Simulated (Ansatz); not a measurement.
# RbCu: the cost of one run

Method: DFT PBE, scalar-relativistic, plane waves, PAW, in Ansatz 0.2.0.

1 further run of the same task is left out (it didn't finish).

## (1) The system as given

Symmetry: P-6m2, No. 187, hexagonal system. The conventional cell has a = 4.366 Å, b = 4.366 Å, c = 6.089 Å, α = 90.00°, β = 90.00°, γ = 120.00°. Around Rb (site symmetry -6m2) lie 6 Cu at 3.95 Å and 6 Rb at 4.37 Å. Cu (site symmetry -6m2) has 6 Rb at 3.95 Å and 6 Cu at 4.37 Å as nearest neighbours.

Structure file:

```xyz
2
Lattice="4.3660 0.0000 0.0000 -2.1830 3.7811 0.0000 0.0000 0.0000 6.0889" Properties=species:S:1:pos:R:3 pbc="T T T"
Rb    0.0000    0.0000    0.0000
Cu    0.0000    2.5207    3.0444
```

The cell is invented: close-packed layers stacked AB|A (P-6m2, No. 187). Lengths come from tabulated atomic sizes and are only a guess.

## (2) A first look at the guess

input.yaml

```yaml
crystal:
  lattice:
    - [4.36599067, 0.0, 0.0]
    - [-2.18299534, 3.78105884, 0.0]
    - [0.0, 0.0, 6.08885332]
  atoms:
    - { symbol: Rb, position: [0.0, 0.0, 0.0] }
    - { symbol: Cu, position: [0.33333333, 0.66666667, 0.5] }
basis:
  ecutwfc: 420
kpoints:
  mp_grid: { grid: [6, 6, 4] }
hamiltonian:
  xc: pbe
scf:
  occupations: { method: gaussian, width: 0.1 }
  lower_state_search: "off"
output:
  forces: true
  stress: true
  eigenvalues: true
```

Run with:

```
ansatz run input.yaml --threads 1 --pin off --max-ram 2048MiB --backend cpu --events-out ev --progress --plain --runs-dir out
```

Q: Estimate wall time and peak memory on 1 thread of Arm Neoverse V2, shared host.

About 3.6 s, with a peak of 0.34 GiB.
